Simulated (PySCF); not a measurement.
# B2F4 (diboron tetrafluoride): the cost of one run

Programs: PySCF 2.14.0, with density-fitted response routines of our own. Each step states its level of theory. These are calculated values for one molecule in the gas phase, unless marked as measured. Atoms count from 0, in the outputs and in this text.

### Step 1. Starting geometry

6 atoms, charge 0, multiplicity 1; geometry from: GFN2-xTB. The atoms were then displaced at random by about 0.01 Å, so the start is not that level's minimum.

Bonds of the start (Å): F0–B1 1.32, B1–F2 1.33, B1–B3 1.76, B3–F4 1.29, B3–F5 1.29.

### Step 2. Optimising the geometry at PBE0-D3(BJ)/def2-SVP

Job settings and geometry (Å):

```
{"job": {"xc": "PBE0", "basis": "def2-SVP", "d3": "d3bj", "grid": 1, "shake": 0.01, "kind": "geom"}, "charge": 0, "multiplicity": 1}
F     -1.561770    -1.028160     0.458550
B     -0.854260    -0.074150    -0.116120
F     -1.580090     0.740330    -0.874780
B      0.882590     0.073550     0.101840
F      1.403830     0.754970     1.066560
F      1.733870    -0.496560    -0.680710
```

The run is started by

```sh
$ OMP_NUM_THREADS=1 python probes_run.py task.json out
```

This one command runs all jobs of the session in turn.

**Question.** How long does this first job take on 1 thread of Arm Neoverse V1, shared host, and how much memory does it need?

About 16 s, with a peak of 0.35 GiB.
